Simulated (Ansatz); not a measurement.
# CH₈Al₂Si: one species, many methods

How much do the methods differ for CH₈Al₂Si? The plan is to run it at one geometry with functionals of several rungs and with coupled cluster. The yardstick is the atomisation energy at the CCSD(T) limit.

Computed with Ansatz 0.2.0, Gaussian basis. Level: functionals in def2-TZVPP, the program's frozen cores in correlated methods.

Plan: PBE-D4, r2SCAN-D4, PBE0-D4, B3LYP-D4, ωB97X-V, ωB97M-V, B2PLYP; CCSD(T)/def2-TZVPP; MP2/def2-QZVPP; extrapolation to the limit.

### Step 1. The geometry

An earlier PBE0-D4 in a triple-zeta def2 set relaxation fixed the geometry.

12 atoms, charge 0, spin multiplicity 1.

Atoms are counted from 1 here; the program's logs count them from 0.

Bond lengths: C1–Al2 1.964 Å, C1–H5 1.096 Å, C1–H6 1.092 Å, C1–H7 1.096 Å, Al2–Al3 2.593 Å, Al2–Si4 2.472 Å, Al3–H8 1.597 Å, Al3–H9 1.597 Å, Si4–H10 1.493 Å, Si4–H11 1.495 Å, Si4–H12 1.494 Å. Angles: Al2–C1–H5 109.8°, Al2–C1–H6 114.5°, Al2–C1–H7 109.8°, H5–C1–H6 108.1°, H5–C1–H7 106.2°, H6–C1–H7 108.1°, C1–Al2–Al3 124.6°, C1–Al2–Si4 116.9°, Al3–Al2–Si4 118.5°, Al2–Al3–H8 122.0°, Al2–Al3–H9 122.2°, H8–Al3–H9 115.7°, Al2–Si4–H10 114.8°, Al2–Si4–H11 110.2°, Al2–Si4–H12 111.4°, H10–Si4–H11 106.9°, H10–Si4–H12 107.0°, H11–Si4–H12 106.0°.

### Step 2. PBE-D4 (GGA)

in.yaml reads:

```yaml
crystal:
  periodic: [false, false, false]
  atoms:
    - {symbol: C, position_ang: [-0.578042, 2.025818, -0.079003]}
    - {symbol: Al, position_ang: [-0.059343, 0.151843, 0.196055]}
    - {symbol: Al, position_ang: [-0.052416, -1.051333, 2.493412]}
    - {symbol: Si, position_ang: [0.612231, -1.128028, -1.808843]}
    - {symbol: H, position_ang: [-1.409918, 2.081109, -0.790198]}
    - {symbol: H, position_ang: [-0.874536, 2.550795, 0.830887]}
    - {symbol: H, position_ang: [0.251171, 2.577527, -0.535952]}
    - {symbol: H, position_ang: [1.234771, -1.065713, 3.438617]}
    - {symbol: H, position_ang: [-1.321021, -1.853851, 3.038086]}
    - {symbol: H, position_ang: [0.749292, -0.315402, -3.053383]}
    - {symbol: H, position_ang: [-0.390017, -2.199086, -2.097420]}
    - {symbol: H, position_ang: [1.914829, -1.828779, -1.598258]}
basis:
  gaussian: {orbitals: def2-TZVPP}
hamiltonian: {xc: pbe, dispersion: d4}
output: {forces: true, orbitals: {seedname: orbitals}}
```

Run with:

```
$ ansatz run in.yaml --threads 4 --pin off --events-out ev --progress --plain --max-ram 10444MiB
```

Further steps of the session: r2SCAN-D4 (meta-GGA); PBE0-D4 (hybrid); B3LYP-D4 (hybrid); ωB97X-V (range-separated); ωB97M-V (range-separated); B2PLYP (double hybrid); CCSD(T) in def2-TZVPP; MP2 in def2-QZVPP.

Q: Predict the results of all the runs planned. Wanted: atomisation energy, CCSD(T)/CBS; farthest; mean size of error, hybrid; mean size of error, range-separated; gap, smallest and largest; T1 diagnostic; triples share of the correlation energy.

**Answer**, as computed:

| quantity | value |
| --- | --- |
| atomisation energy, CCSD(T)/CBS | 36.170 eV |
| functionals within 0.181 eV (0.5 %) | r2SCAN-D4, B3LYP-D4, ωB97M-V |
| farthest | B2PLYP (-0.643 eV) |
| mean size of error, hybrid | 0.267 eV |
| mean size of error, range-separated | 0.177 eV |
| gap, smallest and largest | 2.75 eV (PBE-D4), 8.42 eV (ωB97X-V) |
| T1 diagnostic | 0.0123 |
| triples share of the correlation energy | 3.3 % |

What this shows: PBE-D4 is off by -0.323 eV. Double hybrids carry the basis error of their MP2 part in triple zeta, and no dispersion term here, so their miss is partly the set-up's. Misses under about 0.181 eV are within the doubt on the reference itself, which lacks core-valence correlation, relativity and higher excitations. Hartree-Fock recovers 76 % of the binding; the rest is correlation. Orbital gaps span 2.8 to 8.4 eV; exact exchange widens them.
